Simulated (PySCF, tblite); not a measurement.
**C₅H₁₂OSi: geometry, infrared bands and NMR shifts**

What infrared bands and NMR shifts should C₅H₁₂OSi (`CO[C@@H]1[C@H](C)[C@H]1[SiH3]`) show?

The runs use tblite 0.8.0 and PySCF 2.14.0, with density-fitted response routines of our own; the level of theory stands in each step. All values are computed, except where a source is named. Atoms are numbered from 0 throughout.

### Step 1. The molecule as given

19 atoms, charge 0, multiplicity 1; geometry from: force field or distance geometry start.

Bonds of the start (Å): C0–O1 1.44, O1–C2 1.43, C2–C3 1.52, C3–C4 1.49, C3–C5 1.52, C5–Si6 1.86, C5–C2 1.51, C0–H7 1.09, C0–H8 1.09, C0–H9 1.08, C2–H10 1.09, C3–H11 1.08, C4–H12 1.09, C4–H13 1.09, C4–H14 1.10, C5–H15 1.10, Si6–H16 1.48, Si6–H17 1.49, Si6–H18 1.49.

### Step 2. Relaxing the molecule with GFN2-xTB

The job: settings as JSON, then the geometry in Å.

```
{"job": {"kind": "relax", "xc": "GFN2-xTB", "basis": "xTB"}, "charge": 0, "multiplicity": 1}
C      2.680400     0.105800     0.259400
O      1.469600     0.877100     0.204100
C      0.436300     0.219600    -0.531700
C     -0.969700     0.763600    -0.320800
C     -1.217900     1.927600     0.583100
C     -0.566400    -0.569200     0.278500
Si    -1.251400    -2.143400    -0.447100
H      2.494000    -0.853600     0.742400
H      3.415700     0.654700     0.850600
H      3.061500    -0.041000    -0.745200
H      0.654300    -0.076800    -1.556900
H     -1.624800     0.781400    -1.177500
H     -0.974900     2.858900     0.061100
H     -0.623700     1.888400     1.495000
H     -2.277700     1.976700     0.857200
H     -0.401600    -0.620200     1.362800
H     -1.436600    -1.998500    -1.906500
H     -0.315100    -3.275500    -0.197900
H     -2.561800    -2.466400     0.181800
```

Run with:

```console
OMP_NUM_THREADS=1 python probes_run.py task.json out
```

The driver reads the jobs from task.json and runs them one after another.

**Question.** This job is followed by: GFN2-xTB harmonic vibrations, gas phase; GIAO PBE0/pcSseg-1 NMR shielding, non-relativistic, gas phase. What will the session give for the following? strongest single infrared mode (GFN2-xTB); zero-point energy (GFN2-xTB); 13C shifts against TMS (PBE0/pcSseg-1); 1H shifts against TMS (PBE0/pcSseg-1, means over atoms taken as alike); 17O shifts against H2O (PBE0/pcSseg-1); 29Si shifts against TMS (PBE0/pcSseg-1); surface potential, 1st and 99th percentile.

The runs gave:

| quantity | value |
| --- | --- |
| strongest single infrared mode (GFN2-xTB) | 810 cm⁻¹, 361 km/mol |
| zero-point energy (GFN2-xTB) | 95.9 kcal/mol |
| 13C shifts against TMS (PBE0/pcSseg-1) | 66.6, 60.6, 21.1, 15.1, 6.0 ppm |
| 1H shifts against TMS (PBE0/pcSseg-1, means over atoms taken as alike) | 3.83, 3.50, 2.92, 1.30, 0.77, -0.67 ppm |
| 17O shifts against H2O (PBE0/pcSseg-1) | 33.6 ppm |
| 29Si shifts against TMS (PBE0/pcSseg-1) | -67.2 ppm |
| surface potential, 1st and 99th percentile | -1.36 V and 0.81 V |

What this shows: Relaxing lowered the energy by 0.164 eV in 59 steps; the close pair that moved most is O1–C2, from 1.429 to 1.392 Å. No mode is imaginary among the 51: a minimum at this level. The strongest single mode, at 810 cm⁻¹, has its largest shares on Si6, C5, H17 and H18 (the list is cut at 4 atoms). GFN2-xTB is a fitted tight-binding method: band positions and strengths are rough. Its intensities can rank the bands wrongly.
